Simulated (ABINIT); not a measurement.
A run of ABINIT 10.8.3 (patched build) is set up as follows.

run.abi

```
ndtset 3

pp_dirpath "./"
pseudos "Co.LDA_PW-JTH.xml, O.LDA_PW-JTH.xml"

acell 3*1.0 Angstrom
rprim
     3.1978581400     0.0000000000     0.0000000000
     0.0000000000     3.1978581400     0.0000000000
     0.0000000000     0.0000000000     4.6822750500
ntypat 2
znucl 27 8
natom 4
typat 1 1 2 2
xred
            0.0            0.0            0.0
            1/2            1/2            0.0
            1/2            0.0   0.2670000000
            0.0            1/2   0.7330000000

ecut 22.0
pawecutdg 44.0

kptopt 2
ngkpt 4 4 3
nshiftk 1
shiftk 0.0 0.0 0.0

ixc 1

nband 29
occopt 3
tsmear 0.05 eV

nsppol 2
spinat
     0.0000000000     0.0000000000     2.0000000000
     0.0000000000     0.0000000000     2.0000000000
     0.0000000000     0.0000000000     0.0000000000
     0.0000000000     0.0000000000     0.0000000000
nsym 1

usepawu 1
lpawu 2 -1
upawu 4.0 0.0 eV
jpawu 0.0 0.0 eV
dmatpuopt 3

nstep 120
tolvrs 1.0e-9

prteig 0
prtebands 0
prtden 0
prtwf 0

irdwfk 1
macro_uj 1
pawujat 1
pawujv1 -0.1 eV
pawujv2 0.05 eV
pawujv3 0.1 eV
```

The input gs.abi:

```
pp_dirpath "./"
pseudos "Co.LDA_PW-JTH.xml, O.LDA_PW-JTH.xml"

acell 3*1.0 Angstrom
rprim
     3.1978581400     0.0000000000     0.0000000000
     0.0000000000     3.1978581400     0.0000000000
     0.0000000000     0.0000000000     4.6822750500
ntypat 2
znucl 27 8
natom 4
typat 1 1 2 2
xred
            0.0            0.0            0.0
            1/2            1/2            0.0
            1/2            0.0   0.2670000000
            0.0            1/2   0.7330000000

ecut 22.0
pawecutdg 44.0

kptopt 2
ngkpt 4 4 3
nshiftk 1
shiftk 0.0 0.0 0.0

ixc 1

nband 29
occopt 3
tsmear 0.05 eV

nsppol 2
spinat
     0.0000000000     0.0000000000     2.0000000000
     0.0000000000     0.0000000000     2.0000000000
     0.0000000000     0.0000000000     0.0000000000
     0.0000000000     0.0000000000     0.0000000000
nsym 1

usepawu 1
lpawu 2 -1
upawu 4.0 0.0 eV
jpawu 0.0 0.0 eV
dmatpuopt 3

nstep 120
tolvrs 1.0e-9

prteig 0
prtebands 0
prtden 0
```

Potentials or basis: JTH PAW LDA v2.0.

Run with:

```sh
$ abinit gs.abi > log 2>&1
$ ln -s gso_WFK runi_DS1_WFK
$ ln -s gso_WFK runi_DS2_WFK
$ ln -s gso_WFK runi_DS3_WFK
$ abinit run.abi > log 2>&1
$ lruj runo_DS1_LRUJ.nc runo_DS2_LRUJ.nc runo_DS3_LRUJ.nc > lruj.log 2>&1
```

(1) Estimate the Hubbard U from linear response.

(2) Estimate the band gap on the k mesh.

(3) Estimate the net moment.

Answers

(1) 5.26 eV.

(2) none (metal or under the smearing width).

(3) 6.00 μB per cell.

Caveat: the k mesh is coarse (spacing up to 0.49 Å⁻¹), so the values aren't converged; the shifted atom has its images in every cell, so this scalar value isn't converged in cell size and belongs to these projectors alone; forces of over 1 eV/Å show positions far from the minimum, so gaps and moduli don't describe the material at rest.
